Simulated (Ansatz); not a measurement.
# BrF2GaH: the cost of one run

Program: Ansatz 0.2.0. Level of theory: UKS PBE-D4/def2-SVPD. These are calculated values, not measurements.

**1. Where the work starts**

SMILES `[F][Ga]([F])[Br]`, 4 atoms, charge 0, spin multiplicity 1.

Atoms are counted from 1 here; the program's logs count them from 0.

Bond lengths: F1–Ga2 1.765 Å, Ga2–F3 1.765 Å, Ga2–Br4 2.260 Å. Angles: F1–Ga2–F3 115.3°, F1–Ga2–Br4 122.3°, F3–Ga2–Br4 122.4°.

Coordinates:

```
F    -0.8044   -0.4639    1.5525
Ga    0.0534   -0.0642    0.0629
F     1.7235   -0.6282   -0.0195
Br   -0.9169    1.0960   -1.6162
```

**4. Plan of the scan**

The probe is moved over the molecule's main plane (x and y are the axes of that plane, centred on the molecule).

The axes are (1) x of the probe's H atom: 13 values from −4.92 Å; (2) y of the probe's H atom: 11 values from −4.10 Å.

Nothing else is relaxed (molecule and probe rigid). Energies count from molecule and probe far apart, each relaxed in its own basis (no counterpoise correction). Points are written as (first, second).

The probe H moves over a plane: the molecule's main plane. The molecule is turned into the frame of its main axes, as the inputs below show.

(The set-up runs are not shown.)

**5. Grid point (0.82 Å, −2.46 Å)**

Input file input.yaml:

```yaml
crystal:
  periodic: [false, false, false]
  atoms:
    - { symbol: F, position_ang: [1.035827, -1.492962, -1.5e-05] }
    - { symbol: Ga, position_ang: [0.094856, 4.0e-06, 4.3e-05] }
    - { symbol: F, position_ang: [1.035871, 1.492939, -1.5e-05] }
    - { symbol: Br, position_ang: [-2.166554, 1.9e-05, -1.3e-05] }
    - { symbol: H, position_ang: [0.82, -2.46, 0.0] }
magnetization:
  spin_polarized: true
  initial_magnetization: 1
basis:
  gaussian: { orbitals: def2-SVPD }
hamiltonian:
  xc: pbe
  dispersion: d4
output:
  forces: true
```

The run is started by

```sh
$ ansatz run input.yaml --threads 1 --pin off --max-ram 2560MiB --backend cpu --events-out ev --progress --plain --runs-dir out
```

What time and memory should one allow on 1 thread of Arm Neoverse V2, shared host?

About 8.8 s, with a peak of 0.23 GiB.
